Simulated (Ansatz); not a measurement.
**GeHF2 radical: up Jacob's ladder to CCSD(T)**

One table from this session's results is given with a row withheld; the runs are named, their logs left out.

Computed with Ansatz 0.2.0, Gaussian basis. Level: functionals in def2-TZVPP, the program's frozen cores in correlated methods.

Levels to be run: LDA (SPW92), PBE-D4, revPBE-D4, BLYP-D4, r2SCAN-D4, B97M-V, PBE0-D4, B3LYP-D4, r2SCANh-D4, r2SCAN0-D4, HSE06-D4, BHLYP-D4, CAM-B3LYP-D4, LC-ωPBE, ωB97X-V, ωB97M-V, B2PLYP, PBE-QIDH; CCSD(T)/def2-SVP; CCSD(T)/def2-TZVPP; MP2/def2-QZVPP; extrapolation to the limit; RPA on PBE.

### The geometry

All runs share one geometry, relaxed beforehand with PBE0-D4 in a triple-zeta def2 set.

SMILES `[F][GeH][F]`, 4 atoms, charge 0, spin multiplicity 2.

Atoms are counted from 1 here; the program's logs count them from 0.

Bond lengths: F1–Ge2 1.732 Å, Ge2–F3 1.732 Å, Ge2–H4 1.564 Å. Angles: F1–Ge2–F3 103.8°, F1–Ge2–H4 107.0°, F3–Ge2–H4 107.0°.

The first run:

Input file in.yaml:

```yaml
crystal:
  periodic: [false, false, false]
  atoms:
    - {symbol: F, position_ang: [-0.250285, -0.050390, 1.551916]}
    - {symbol: Ge, position_ang: [0.499361, -0.086477, -0.009473]}
    - {symbol: F, position_ang: [-0.446771, -1.234795, -0.896831]}
    - {symbol: H, position_ang: [0.253194, 1.311361, -0.665812]}
basis:
  gaussian: {orbitals: def2-TZVPP}
magnetization: {spin_polarized: true, initial_magnetization: 1}
hamiltonian: {xc: lda}
output: {orbitals: {seedname: orbitals}}
```

Among the steps run: LDA; PBE-D4 (GGA); revPBE-D4 (GGA); BLYP-D4 (GGA); r2SCAN-D4 (meta-GGA); B97M-V (meta-GGA); PBE0-D4 (hybrid); B3LYP-D4 (hybrid); r2SCANh-D4 (hybrid); r2SCAN0-D4 (hybrid); HSE06-D4 (hybrid); BHLYP-D4 (hybrid); CAM-B3LYP-D4 (range-separated); LC-ωPBE-D4 (range-separated; the results give it without D4); ωB97X-V (range-separated); ωB97M-V (range-separated); B2PLYP (double hybrid); PBE-QIDH (double hybrid).

One of the session's tables, all rows but one given; the rest of the session is left out.

It belongs to the step «Orbital energies across the functionals». 

```
  functional  HOMO (eV)  LUMO (eV)  gap (eV)
 LDA (SPW92)      -6.25      -5.19      1.06
      PBE-D4      -6.21      -4.80      1.41
   revPBE-D4      -6.17      -4.65      1.52
     BLYP-D4      -6.07      -4.89      1.19
   r2SCAN-D4      -6.67      -4.44      2.23
      B97M-V      -6.49      -5.01      1.49
     PBE0-D4      -7.55      -3.87      3.68
    B3LYP-D4          ?          ?         ?
  r2SCANh-D4      -7.16      -4.10      3.05
  r2SCAN0-D4      -7.88      -3.61      4.27
    HSE06-D4      -7.14      -4.25      2.90
    BHLYP-D4      -8.73      -3.10      5.63
CAM-B3LYP-D4      -8.87      -2.99      5.88
     LC-ωPBE     -10.25      -1.44      8.81
     ωB97X-V      -9.75      -1.92      7.83
     ωB97M-V      -9.59      -2.00      7.59
```

Estimate the missing values for B3LYP-D4.

Worked estimate for «HOMO (eV)». Against the share of exact exchange, BLYP-D4 (0, -6.07), BHLYP-D4 (0.5, -8.73) give a slope of -5.32 per unit share; at 0.2 the line stands at -7.13.

As computed: HOMO (eV): -7.29; LUMO (eV): -4.34; gap (eV): 2.95. In «HOMO (eV)» the line misses by +0.16.
